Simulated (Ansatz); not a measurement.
# BeBH (singlet): wave-function methods side by side at distance B1–Be2 = 1.659 Å, cc-pVDZ

One table from this session's results is given with a row withheld; the runs are named, their logs left out.

The runs use Ansatz 0.2.0, Gaussian basis; cc-pVDZ, core rule «outside noble gas», up to 2 orbitals frozen.

The runs, in order: UHF; CCSD(T) on RHF; CCSD(T) on UHF; BCCD(T) on RHF; CISD; CCSDT(Q) on RHF; CCSDT(Q) on UHF; CASSCF and MRCISD+Q, 2 electrons in 2 orbitals; CASSCF and NEVPT2, 2 electrons in 2 orbitals; Full CI.

52 further runs of the same task are left out: 33 for a known fault of the program, 13 that didn't finish, 6 set aside as unsound or not needed. Runs told in other sessions of the task aren't counted.

## The geometry

The geometry derives from a PBE0/def2-TZVP stationary point (not a proven minimum). One bond is set to the value named and the two fragments are kept rigid.

3 atoms, charge 0, spin multiplicity 1.

Atoms are counted from 1 here; the program's logs count them from 0.

Bond lengths: B1–Be2 1.659 Å, Be2–H3 1.345 Å. Angles: B1–Be2–H3 180.0°.

Set-up of the first run:

The input, in.yaml:

```yaml
crystal:
  periodic: [false, false, false]
  atoms:
    - {symbol: B, position_ang: [0.000000, 0.000000, -1.554226]}
    - {symbol: Be, position_ang: [0.000000, 0.000000, 0.104774]}
    - {symbol: H, position_ang: [0.000000, 0.000000, 1.449453]}
basis:
  gaussian: {orbitals: cc-pVDZ}
magnetization: {spin_polarized: true, initial_magnetization: 0}
hamiltonian: {xc: hf}
output: {orbitals: {seedname: orbitals}}
```

Command:

```sh
$ ansatz run in.yaml --threads 1 --pin off --events-out ev --progress --plain --max-ram 2393MiB
```

Steps of the session up to this table: UHF; CCSD(T) on RHF; CCSD(T) on UHF; BCCD(T) on RHF; CISD; CCSDT(Q) on RHF; CCSDT(Q) on UHF; CASSCF and MRCISD+Q, 2 electrons in 2 orbitals; CASSCF and NEVPT2, 2 electrons in 2 orbitals; Full CI.

One of the session's tables, all rows but one given; the rest of the session is left out.

It belongs to the step «Misses and costs». 

```
       method  from FCI (kcal/mol)
          RHF               +82.21
         RMP2               +27.36
         CISD                +8.58
        RCCSD                    ?
     RCCSD(T)                +1.18
      BCCD(T)                +1.15
       RCCSDT                +0.52
    RCCSDT(Q)                +0.24
  CASSCF pair               +68.74
  NEVPT2 pair               +24.90
  MRCISD pair                +5.96
MRCISD+Q pair                -0.20
          FCI                    0
```

Estimate the missing values for RCCSD.

**Answer.** from FCI (kcal/mol): +3.09. In the column «from FCI (kcal/mol)» it lies between RCCSD(T) (+1.18) and MRCISD pair (+5.96).

Left out of the table: UHF, UMP2, UCCSD, UCCSD(T), UCCSDT, UCCSDT(Q) (another determinant or state than the rows shown). UCCSDT(Q) lies 0.70 eV below the table's zero, so the state tabled may not be the lowest.

Caveats from the session: MRCISD+Q pair falls below full CI: the +Q correction isn't variational, and the cores differ from full CI's.
